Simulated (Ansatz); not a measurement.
# Al3SiNi: the cost of one run

Method: DFT PBE, scalar-relativistic, plane waves, PAW, in Ansatz 0.2.0.

### Step 1. The structure to begin with

Symmetry: Pm-3m, No. 221, cubic system. Conventional cell: a = 4.263 Å, b = 4.263 Å, c = 4.263 Å, α = 90.00°, β = 90.00°, γ = 90.00°. Al (site symmetry 4/mmm) has 2 Si at 2.13 Å as nearest neighbours. Si (site symmetry m-3m) has 6 Al at 2.13 Å as nearest neighbours. Ni (site symmetry m-3m) is surrounded by 12 Al at 3.01 Å.

As a file:

```xyz
5
Lattice="4.2631 0.0000 0.0000 0.0000 4.2631 0.0000 0.0000 0.0000 4.2631" Properties=species:S:1:pos:R:3 pbc="T T T"
Al    2.1315    0.0000    0.0000
Al    0.0000    2.1315    0.0000
Al    0.0000    0.0000    2.1315
Si    0.0000    0.0000    0.0000
Ni    2.1315    2.1315    2.1315
```

The cell is invented: random cell by space group and Wyckoff sites (Pm-3m, No. 221). Lengths come from tabulated atomic sizes and are only a guess.

### Step 2. A first look at the guess

Input file input.yaml:

```yaml
crystal:
  lattice:
    - [4.26305482, 0.0, 0.0]
    - [0.0, 4.26305482, 0.0]
    - [0.0, 0.0, 4.26305482]
  atoms:
    - { symbol: Al, position: [0.5, 0.0, 0.0] }
    - { symbol: Al, position: [0.0, 0.5, 0.0] }
    - { symbol: Al, position: [0.0, 0.0, 0.5] }
    - { symbol: Si, position: [0.0, 0.0, 0.0] }
    - { symbol: Ni, position: [0.5, 0.5, 0.5], spin: 2.0 }
basis:
  ecutwfc: 420
kpoints:
  mp_grid: { grid: [4, 4, 4] }
hamiltonian:
  xc: pbe
scf:
  occupations: { method: gaussian, width: 0.1 }
  lower_state_search: "off"
output:
  forces: true
  stress: true
  eigenvalues: true
  populations: true
magnetization:
  spin_polarized: true
```

The run is started by

```bash
> ansatz run input.yaml --threads 1 --pin off --max-ram 2560MiB --backend cpu --events-out ev --progress --plain --runs-dir out
```

What time and memory should one allow on 1 thread of Intel Xeon 6975P-C (Granite Rapids), shared host?

About 4.2 s, with a peak of 0.37 GiB.
